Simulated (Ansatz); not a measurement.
# FeO (Wuestite): the cost of one run

Method: DFT PBE, scalar-relativistic, plane waves, PAW, in Ansatz 0.2.0.

The COD entry's cell or inner coordinates are ideal or old and differ from later refinements, so a difference from it is no clean test against experiment.

## (1) The starting structure

It takes space group Fm-3m (No. 225, cubic). The conventional cell has a = 4.309 Å, b = 4.309 Å, c = 4.309 Å, α = 90.00°, β = 90.00°, γ = 90.00°. Fe (site symmetry m-3m) is surrounded by 6 O at 2.15 Å. Around O (site symmetry m-3m) lie 6 Fe at 2.15 Å.

Structure file:

```cif
data_structure
_symmetry_space_group_name_H-M 'P 1'
_symmetry_Int_Tables_number 1
_cell_length_a 3.0466
_cell_length_b 3.0466
_cell_length_c 3.0466
_cell_angle_alpha 60.000
_cell_angle_beta 60.000
_cell_angle_gamma 60.000
_cell_volume 20.00
loop_
_atom_site_label
_atom_site_type_symbol
_atom_site_fract_x
_atom_site_fract_y
_atom_site_fract_z
_atom_site_occupancy
Fe1 Fe 0.00000 0.00000 0.00000 1
O1 O 0.50000 0.50000 0.50000 1
```

This cell comes from an earlier session at PBE: 9.998 Å³/atom at 0.00 GPa, on a 14×14×14 mesh.

## (2) Ferromagnetic, larger cell

input.yaml

```yaml
crystal:
  lattice:
    - [0.0, 2.1542611165, -2.1542611165]
    - [0.0, 2.1542611165, 2.1542611165]
    - [4.308522233, 0.0, 0.0]
  atoms:
    - { symbol: Fe, position: [0.0, 0.0, 0.0], spin: 4.0 }
    - { symbol: O, position: [0.0, 1.0, 0.5] }
    - { symbol: Fe, position: [0.5, 0.5, 0.5], spin: 4.0 }
    - { symbol: O, position: [0.5, 1.5, 1.0] }
basis:
  ecutwfc: 420
  ecutrho_ratio: 4
kpoints:
  mp_grid: { grid: [8, 8, 6] }
hamiltonian:
  xc: pbe
scf:
  occupations: { method: gaussian, width: 0.05 }
  lower_state_search: "off"
output:
  forces: true
  stress: true
  eigenvalues: true
  populations: true
magnetization:
  spin_polarized: true
```

Started as:

```sh
> ansatz run input.yaml --threads 2 --pin off --max-ram 5120MiB --backend cpu --events-out ev --progress --plain --runs-dir out
```

Q: Estimate wall time and peak memory on 2 threads of Intel Xeon Platinum 8488C (Sapphire Rapids), shared host.

About 3.6 s, with a peak of 0.51 GiB.
